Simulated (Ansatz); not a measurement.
**SiPb: the crystal squeezed far**

An exercise on one series of results from a longer session: the logs are not shown, and one member is left open.

Program: Ansatz 0.2.0. Level of theory: DFT, PBEsol, PAW with Ansatz's default frozen-core files, scalar-relativistic. These are calculated values, not measurements.

**The structure to begin with**

Symmetry: Pm-3m, No. 221, cubic system. Conventional cell: a = 3.311 Å, b = 3.311 Å, c = 3.311 Å, α = 90.00°, β = 90.00°, γ = 90.00°. Around Pb (site symmetry m-3m) lie 8 Si at 2.87 Å. Si (site symmetry m-3m) is surrounded by 8 Pb at 2.87 Å.

As a file:

```
CELL_PARAMETERS angstrom
3.31056 0.00000 0.00000
0.00000 3.31056 0.00000
0.00000 0.00000 3.31056
ATOMIC_POSITIONS crystal
Pb 0.00000 0.00000 0.00000
Si 0.50000 0.50000 0.50000
```

Whether this phase is the stable one at these pressures isn't tested.

Atoms are numbered in the order of the input: Pb1, Si2.

Set-up of the first run:

The input, input.yaml:

```yaml
crystal:
  lattice:
    - [3.3105586784, 0.0, 0.0]
    - [0.0, 3.3105586784, 0.0]
    - [0.0, 0.0, 3.3105586784]
  atoms:
    - { symbol: Pb, position: [0.0, 0.0, 0.0] }
    - { symbol: Si, position: [0.5, 0.5, 0.5] }
kpoints:
  mp_grid: { grid: [11, 11, 11] }
scf:
  occupations: { method: fermi_dirac, width: 0.08 }
hamiltonian:
  xc: pbesol
  pseudopotentials: { kind: paw }
output:
  forces: true
  stress: true
relax:
  f_tol: 0.005
  max_steps: 40
  cell: {}
```

Launch:

```console
$ ansatz run input.yaml --threads 1 --pin off --max-ram 2048MiB --backend cpu --events-out ev --progress --plain --runs-dir out
```

Steps of the session up to this table: Cell relaxed at zero pressure, PAW; More of the same log: cell relaxed at zero pressure; Volume scaled by 1, PAW; Volume scaled by 0.92, PAW; Volume scaled by 0.84, PAW; Volume scaled by 0.76, PAW; Volume scaled by 0.68, PAW; Volume scaled by 0.6, PAW; Volume scaled by 0.52, PAW; Volume scaled by 0.45, PAW; Volume scaled by 0.45, PAW (cutoff 800 eV).

One table of the session follows, with a row left open; its other results are not shown here.

```
             method  volume over the first  volume (Å³/atom)  pressure (GPa)
                PAW                      1            22.941            0.00
                PAW                   0.92            21.106            6.21
                PAW                   0.84            19.271           16.00
                PAW                   0.76                 ?               ?
                PAW                   0.68            15.600           57.18
                PAW                    0.6            13.765          101.33
                PAW                   0.52            11.930          181.04
                PAW                   0.45            10.324          307.35
PAW (cutoff 800 eV)                   0.45            10.324          307.30
```

**Question.** Estimate the row for PAW, 0.76.

**Answer.** volume (Å³/atom): 17.435; pressure (GPa): 31.53. In the column «volume (Å³/atom)» it lies between PAW, 0.68 (15.600) and PAW, 0.84 (19.271).
